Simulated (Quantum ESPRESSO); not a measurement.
# BPd4 (Pmm2) in Quantum ESPRESSO: reference runs

Aim: a first look at BPd4 with PBE, on the cell as given and on a disturbed one.

Everything below comes from runs of Quantum ESPRESSO 7.5. Logs are shortened: lines on timing, memory, paths and dates and some standing lists are left out, and cuts for length are marked.

### Step 1. Starting point

The structure is orthorhombic, space group Pmm2 (No. 25). The conventional cell has a = 2.892 Å, b = 4.365 Å, c = 5.856 Å, α = 90.00°, β = 90.00°, γ = 90.00°. Around Pd (site symmetry mm2) lie 1 B at 1.96 Å. Pd (site symmetry mm2) has 2 B at 2.03 Å as nearest neighbours. Around Pd (site symmetry mm2) lie 10 Pd at 2.73 to 3.07 Å. Pd (site symmetry mm2) has 2 B at 2.18 Å as nearest neighbours. Around B (site symmetry mm2) lie 5 Pd at 1.96 to 2.18 Å.

The cell comes from a database or a generator and needn't be the stable form of this composition.

### Step 2. Single point, PBE

pw.in

```
&CONTROL
  calculation = 'scf'
  prefix = 'pwscf'
  outdir = './tmp'
  pseudo_dir = './pseudo'
  tprnfor = .true.
  tstress = .true.
  disk_io = 'nowf'
/
&SYSTEM
  ibrav = 0
  nat = 5
  ntyp = 2
  ecutwfc = 60
  ecutrho = 440
  nbnd = 49
  occupations = 'smearing'
  smearing = 'fd'
  degauss = 0.00367493
/
&ELECTRONS
  conv_thr = 1d-09
  electron_maxstep = 120
  mixing_beta = 0.5
/
ATOMIC_SPECIES
Pd   106.4200 Pd_ONCV_PBE-1.0.oncvpsp.upf
B     10.8100 b_pbe_v1.4.uspp.F.UPF
CELL_PARAMETERS angstrom
   2.8920299704    0.0000000000    0.0000000000
   0.0000000000    4.3650077954    0.0000000000
   0.0000000000    0.0000000000    5.8563150000
ATOMIC_POSITIONS crystal
Pd     0.5000000000    0.0000000000    0.1975780000
Pd     0.0000000000    0.0000000000    0.6194700000
Pd     0.0000000000    0.5000000000    0.3291640000
Pd     0.5000000000    0.5000000000    0.8675610000
B      0.5000000000    0.0000000000    0.8632270000
K_POINTS automatic
9 6 5 0 0 0
```

Potentials or basis: SSSP 1.3 efficiency PBE.

On the command line:

```console
> OMP_NUM_THREADS=1 pw.x -in pw.in > pw.out
```

pw.out:

```text
This program is part of the open-source Quantum ESPRESSO suite
     for quantum simulation of materials; please cite
[... 9 lines left out ...]
     --------------------
     sticks:   dense  smooth     PW     G-vecs:    dense   smooth      PW
     Sum        1579     867    261                77739    31365    5061

     Using Slab Decomposition

     bravais-lattice index     =            0
     lattice parameter (alat)  =       5.4651  a.u.
     unit-cell volume          =     498.8946 (a.u.)^3
     number of atoms/cell      =            5
     number of atomic types    =            2
     number of electrons       =        75.00
     number of Kohn-Sham states=           49
     kinetic-energy cutoff     =      60.0000  Ry
     charge density cutoff     =     440.0000  Ry
     scf convergence threshold =      1.0E-09
     mixing beta               =       0.5000
     number of iterations used =            8  plain     mixing
     Exchange-correlation=  SLA  PW   PBX  PBC
                           (   1   4   3   4   0   0   0)

     celldm(1)=   5.465145  celldm(2)=   0.000000  celldm(3)=   0.000000
     celldm(4)=   0.000000  celldm(5)=   0.000000  celldm(6)=   0.000000

     crystal axes: (cart. coord. in units of alat)
               a(1) = (   1.000000   0.000000   0.000000 )
               a(2) = (   0.000000   1.509323   0.000000 )
               a(3) = (   0.000000   0.000000   2.024984 )

     reciprocal axes: (cart. coord. in units 2 pi/alat)
               b(1) = (  1.000000  0.000000  0.000000 )
               b(2) = (  0.000000  0.662549  0.000000 )
               b(3) = (  0.000000  0.000000  0.493831 )

     PseudoPot. # 1 for Pd read from file:
     Pd_ONCV_PBE-1.0.oncvpsp.upf
     Pseudo is Norm-conserving, Zval = 18.0
     Generated using ONCVPSP code by D. R. Hamann
     Using radial grid of 1410 points,  6 beta functions with:
                l(1) =   0
                l(2) =   0
                l(3) =   1
                l(4) =   1
                l(5) =   2
                l(6) =   2

     PseudoPot. # 2 for B  read from file:
     b_pbe_v1.4.uspp.F.UPF
     Pseudo is Ultrasoft + core correction, Zval =  3.0
     Generated by new atomic code, or converted to UPF format
     Using radial grid of  781 points,  4 beta functions with:
                l(1) =   0
                l(2) =   0
                l(3) =   1
                l(4) =   1
     Q(r) pseudized with  8 coefficients,  rinner =    1.100   1.100   1.100

     atomic species   valence    mass     pseudopotential
     Pd               18.00   106.42000     Pd( 1.00)
     B                 3.00    10.81000     B ( 1.00)

      4 Sym. Ops. (no inversion) found

   Cartesian axes

     site n.     atom                  positions (alat units)
         1        Pd     tau(   1) = (   0.5000000   0.0000000   0.4000923  )
         2        Pd     tau(   2) = (   0.0000000   0.0000000   1.2544170  )
         3        Pd     tau(   3) = (   0.0000000   0.7546616   0.6665519  )
         4        Pd     tau(   4) = (   0.5000000   0.7546616   1.7567973  )
         5        B      tau(   5) = (   0.5000000   0.0000000   1.7480210  )

     number of k points=    60  Fermi-Dirac smearing, width (Ry)=  0.0037
                       cart. coord. in units 2pi/alat
        k(    1) = (   0.0000000   0.0000000   0.0000000), wk =   0.0074074
        k(    2) = (   0.0000000   0.0000000   0.0987662), wk =   0.0148148
        k(    3) = (   0.0000000   0.0000000   0.1975324), wk =   0.0148148
        k(    4) = (   0.0000000   0.1104248   0.0000000), wk =   0.0148148
        k(    5) = (   0.0000000   0.1104248   0.0987662), wk =   0.0296296
        k(    6) = (   0.0000000   0.1104248   0.1975324), wk =   0.0296296
[... 52 lines left out ...]
        k(   59) = (   0.4444444  -0.3312743   0.0987662), wk =   0.0296296
        k(   60) = (   0.4444444  -0.3312743   0.1975324), wk =   0.0296296

     Dense  grid:    77739 G-vectors     FFT dimensions: (  40,  60,  75)

     Smooth grid:    31365 G-vectors     FFT dimensions: (  27,  45,  60)

     Initial potential from superposition of free atoms

     starting charge      74.9983, renormalised to      75.0000
     Starting wfcs are   44 randomized atomic wfcs +    5 random wfcs

     Self-consistent Calculation

     iteration #  1     ecut=    60.00 Ry     beta= 0.50
     Davidson diagonalization with overlap
     ethr =  1.00E-02,  avg # of iterations =  3.5

     Threshold (ethr) on eigenvalues was too large:
     Diagonalizing with lowered threshold

     Davidson diagonalization with overlap
     ethr =  3.13E-04,  avg # of iterations =  2.0

     total energy              =   -1019.14708030 Ry
     estimated scf accuracy    <       0.23023160 Ry

     iteration #  2     ecut=    60.00 Ry     beta= 0.50
     Davidson diagonalization with overlap
     ethr =  3.07E-04,  avg # of iterations =  2.4

     total energy              =   -1019.09376005 Ry
     estimated scf accuracy    <       0.67583257 Ry

     iteration #  3     ecut=    60.00 Ry     beta= 0.50
     Davidson diagonalization with overlap
     ethr =  3.07E-04,  avg # of iterations =  2.2

     total energy              =   -1019.19159944 Ry
     estimated scf accuracy    <       0.24595072 Ry

     iteration #  4     ecut=    60.00 Ry     beta= 0.50
     Davidson diagonalization with overlap
     ethr =  3.07E-04,  avg # of iterations =  1.1

     total energy              =   -1019.20930458 Ry
     estimated scf accuracy    <       0.07169384 Ry

     iteration #  5     ecut=    60.00 Ry     beta= 0.50
     Davidson diagonalization with overlap
     ethr =  9.56E-05,  avg # of iterations =  1.4

     total energy              =   -1019.21727318 Ry
     estimated scf accuracy    <       0.00590348 Ry

     iteration #  6     ecut=    60.00 Ry     beta= 0.50
     Davidson diagonalization with overlap
     ethr =  7.87E-06,  avg # of iterations =  2.9

     total energy              =   -1019.21758336 Ry
     estimated scf accuracy    <       0.00293660 Ry

     iteration #  7     ecut=    60.00 Ry     beta= 0.50
     Davidson diagonalization with overlap
     ethr =  3.92E-06,  avg # of iterations =  2.0
[... 11 lines left out ...]
     iteration #  9     ecut=    60.00 Ry     beta= 0.50
     Davidson diagonalization with overlap
     ethr =  3.07E-08,  avg # of iterations =  1.9

     total energy              =   -1019.21806911 Ry
     estimated scf accuracy    <       0.00000352 Ry

     iteration # 10     ecut=    60.00 Ry     beta= 0.50
     Davidson diagonalization with overlap
     ethr =  4.69E-09,  avg # of iterations =  1.7

     total energy              =   -1019.21806964 Ry
     estimated scf accuracy    <       0.00000039 Ry

     iteration # 11     ecut=    60.00 Ry     beta= 0.50
     Davidson diagonalization with overlap
     ethr =  5.24E-10,  avg # of iterations =  1.0

     total energy              =   -1019.21806968 Ry
     estimated scf accuracy    <       0.00000003 Ry

     iteration # 12     ecut=    60.00 Ry     beta= 0.50
     Davidson diagonalization with overlap
     ethr =  3.67E-11,  avg # of iterations =  1.1

     total energy              =   -1019.21806968 Ry
     estimated scf accuracy    <          1.0E-09 Ry

     iteration # 13     ecut=    60.00 Ry     beta= 0.50
     Davidson diagonalization with overlap
     ethr =  1.35E-12,  avg # of iterations =  2.0

     End of self-consistent calculation

          k = 0.0000 0.0000 0.0000 (  3927 PWs)   bands (ev):

   -68.1875 -67.9097 -67.5243 -67.1290 -34.0574 -33.9268 -33.8958 -33.7376
   -33.5611 -33.4976 -33.4152 -33.1007 -33.0307 -32.8882 -32.7824 -32.7543
     7.1166  11.1414  11.3371  12.0221  12.0556  12.6058  12.7639  13.1050
    13.4255  13.6154  13.7013  14.4053  14.4413  14.4738  14.6629  14.7865
    15.1524  15.2013  15.3787  15.7623  16.0331  16.3065  16.6414  17.0089
    21.8390  22.0246  22.5334  22.9447  25.3101  26.3880  28.5730  30.2008
    30.3927

          k = 0.0000 0.0000 0.0988 (  3933 PWs)   bands (ev):

   -68.1875 -67.9097 -67.5243 -67.1290 -34.0564 -33.9268 -33.8968 -33.7368
   -33.5641 -33.4954 -33.4152 -33.1002 -33.0307 -32.8882 -32.7824 -32.7548
     7.2108  10.9365  11.3645  12.0435  12.1261  12.5540  12.8513  13.0374
    13.2310  13.6660  13.7329  14.3197  14.3768  14.3809  14.6771  14.7067
    15.2095  15.2311  15.2432  15.4170  15.9476  16.6362  17.1103  17.4806
    21.8361  22.0599  22.0717  23.2182  25.4216  26.6251  27.5301  30.4485
    30.6991

          k = 0.0000 0.0000 0.1975 (  3914 PWs)   bands (ev):

   -68.1875 -67.9097 -67.5243 -67.1290 -34.0548 -33.9268 -33.8984 -33.7354
   -33.5687 -33.4921 -33.4153 -33.0993 -33.0307 -32.8883 -32.7825 -32.7558
     7.3864  10.5124  11.4552  12.1465  12.4011  12.4517  12.8070  13.0214
    13.0273  13.6741  13.7977  14.1463  14.2232  14.2648  14.4253  14.7742
    14.9340  15.2857  15.3000  15.4734  15.7816  16.6276  18.0214  18.3600
    21.2676  21.6400  22.4273  23.6498  24.8245  26.9390  27.0723  30.3270
    30.7513

          k = 0.0000 0.1104 0.0000 (  3907 PWs)   bands (ev):

   -68.1874 -67.9095 -67.5244 -67.1292 -34.0593 -33.9267 -33.8961 -33.7345
   -33.5560 -33.4988 -33.4142 -33.0996 -33.0308 -32.8959 -32.7835 -32.7527
     7.2956  11.1635  11.3839  11.7086  12.1899  12.6897  12.7190  13.1566
    13.3799  13.6586  13.8215  13.9924  14.3813  14.5209  14.6517  14.8892
    15.1420  15.3772  15.4464  15.7749  15.8709  16.0154  16.4691  17.0276
    21.4970  21.9378  22.0435  23.1964  26.5853  27.0872  29.2630  29.6306
    31.1813

          k = 0.0000 0.1104 0.0988 (  3913 PWs)   bands (ev):

   -68.1874 -67.9095 -67.5244 -67.1292 -34.0580 -33.9267 -33.8976 -33.7340
   -33.5578 -33.4974 -33.4143 -33.0993 -33.0308 -32.8958 -32.7835 -32.7532
     7.3895  10.9290  11.4494  11.8242  12.1991  12.6923  12.7759  12.9816
    13.3092  13.5959  13.8391  13.9455  14.3636  14.4598  14.7032  14.7150
    15.0440  15.1817  15.4545  15.5115  15.9566  16.4815  16.6286  17.6462
    20.5965  22.2456  22.5712  23.6116  26.0911  27.0153  28.4872  29.7454
    31.0505
[... 521 lines left out ...]
          k = 0.4444-0.3313 0.0000 (  3932 PWs)   bands (ev):

   -68.1780 -67.9006 -67.5159 -67.1208 -34.0644 -34.0303 -33.9006 -33.7153
   -33.5459 -33.5283 -33.5040 -33.1482 -33.0862 -32.8933 -32.8887 -32.7433
     9.4702  11.0037  11.2143  11.5575  12.1794  12.6615  12.7257  12.7672
    13.5824  13.7434  13.8756  13.9150  13.9777  14.5975  14.7138  15.0397
    15.5305  15.7559  16.1103  16.4662  17.0450  18.2270  18.4271  18.9431
    20.0556  20.4681  21.7319  23.8593  24.8390  25.2271  25.5613  26.6318
    29.8797

          k = 0.4444-0.3313 0.0988 (  3908 PWs)   bands (ev):

   -68.1780 -67.9006 -67.5159 -67.1208 -34.0651 -34.0304 -33.8997 -33.7153
   -33.5457 -33.5283 -33.5043 -33.1481 -33.0863 -32.8933 -32.8885 -32.7432
     9.3659  10.9449  11.1281  11.6217  12.1560  12.6543  12.9093  13.0185
    13.4995  13.6110  13.8644  14.0003  14.1244  14.6884  14.7933  15.3052
    15.4737  15.7829  16.0071  16.4352  16.6743  18.0150  18.2230  19.1765
    20.0106  20.2130  21.4652  23.8631  24.7569  25.8807  26.1054  27.5098
    29.2346

          k = 0.4444-0.3313 0.1975 (  3924 PWs)   bands (ev):

   -68.1780 -67.9006 -67.5159 -67.1208 -34.0663 -34.0305 -33.8983 -33.7154
   -33.5454 -33.5284 -33.5047 -33.1481 -33.0865 -32.8933 -32.8883 -32.7431
     9.2279  10.7705  11.0115  11.9038  12.1183  12.5828  13.0875  13.2878
    13.2942  13.8757  13.8863  14.2065  14.3913  14.7134  14.8793  15.2679
    15.5469  15.7829  15.8910  16.3345  16.3382  17.7080  18.3295  18.9581
    19.1161  20.6328  21.2792  23.5351  25.2862  27.0304  27.2501  28.2323
    28.7295

     the Fermi energy is    16.5657 ev

!    total energy              =   -1019.21806968 Ry
     estimated scf accuracy    <          7.7E-11 Ry
     smearing contrib. (-TS)   =      -0.00183532 Ry
     internal energy E=F+TS    =   -1019.21623435 Ry

     The total energy is F=E-TS. E is the sum of the following terms:
     one-electron contribution =    -388.85122868 Ry
     hartree contribution      =     232.74652648 Ry
     xc contribution           =    -102.13997803 Ry
     ewald contribution        =    -760.97155412 Ry

     convergence has been achieved in  13 iterations

     Forces acting on atoms (cartesian axes, Ry/au):

     atom    1 type  1   force =     0.00000000    0.00000000   -0.01103427
     atom    2 type  1   force =     0.00000000    0.00000000    0.00278359
     atom    3 type  1   force =     0.00000000    0.00000000    0.00186363
     atom    4 type  1   force =     0.00000000    0.00000000    0.00333180
     atom    5 type  2   force =     0.00000000    0.00000000    0.00305526

     Total force =     0.012386     Total SCF correction =     0.000065

     Computing stress (Cartesian axis) and pressure

          total   stress  (Ry/bohr**3)                   (kbar)     P=      -14.50
  -0.00011507   0.00000000   0.00000000          -16.93        0.00        0.00
   0.00000000  -0.00005216   0.00000000            0.00       -7.67        0.00
   0.00000000   0.00000000  -0.00012857            0.00        0.00      -18.91

=------------------------------------------------------------------------------=
   JOB DONE.
=------------------------------------------------------------------------------=
```

Wall time 3.1 min (1 thread of AMD EPYC 7R43 (Zen 3), shared host); peak memory 0.33 GiB.

Results:

```yaml
Free_energy: -13867.1683 eV
Pressure: -1.5 GPa
Largest_force: 0.284 eV/Å
Band_gap_on_the_k_mesh: none (metal or under the smearing width)
```

Forces in eV/Å, atoms in the order of the input:
```
Pd   0.000  0.000 -0.284
Pd   0.000  0.000  0.072
Pd   0.000  0.000  0.048
Pd   0.000  0.000  0.086
B    0.000  0.000  0.079
```

Stress tensor (GPa, compression positive):
```
-1.69  0.00  0.00
 0.00 -0.77  0.00
 0.00  0.00 -1.89
```

### Step 3. Single point, PBE (atoms moved at random, drawn with an rms of 0.05 Å)

pw.in: that of step 2 with these lines changed.

```diff
@@ -33,7 +33,7 @@
 ATOMIC_POSITIONS crystal
-Pd     0.5000000000    0.0000000000    0.1975780000
-Pd     0.0000000000    0.0000000000    0.6194700000
-Pd     0.0000000000    0.5000000000    0.3291640000
-Pd     0.5000000000    0.5000000000    0.8675610000
-B      0.5000000000    0.0000000000    0.8632270000
+Pd     0.4997860000   -0.0013280000    0.1979700000
+Pd     0.0072420000   -0.0162850000    0.6056660000
+Pd     0.0008850000    0.5186000000    0.3229410000
+Pd     0.5020220000    0.5034260000    0.8645260000
+B      0.4972590000   -0.0053940000    0.8653290000
 K_POINTS automatic
```

Potentials or basis: SSSP 1.3 efficiency PBE.

On the command line:

```console
> OMP_NUM_THREADS=1 pw.x -in pw.in > pw.out
```

It took 6.5 min on 1 thread of AMD EPYC 7R43 (Zen 3), shared host; peak memory 0.55 GiB.

The run converged. Its results:

* Free energy: -13867.0291 eV
* Pressure: -1.3 GPa
* Largest force: 1.430 eV/Å
* Band gap on the k mesh: none (metal or under the smearing width)

Forces in eV/Å, atoms in the order of the input:
```
Pd   0.033  0.787 -0.517
Pd  -0.101  0.690  1.248
Pd  -0.023 -1.270 -0.111
Pd   0.016 -0.346  0.050
B    0.075  0.138 -0.670
```

Stress tensor (GPa, compression positive):
```
-3.07  0.02  0.29
 0.02  0.66  0.39
 0.29  0.39 -1.63
```

Levels at points of the mesh, in eV from the Fermi level:
```tsv
k point	band 34	band 35	band 36	band 37	band 38	band 39	band 40	band 41	band 42	band 43
(0.00, 0.00, 0.00)	-1.38	-1.15	-0.80	-0.55	-0.29	0.09	0.43	5.05	5.34	5.87
(0.00, -0.50, 0.00)	-1.40	-1.02	-0.92	-0.83	-0.69	-0.45	1.52	2.18	3.90	5.89
```
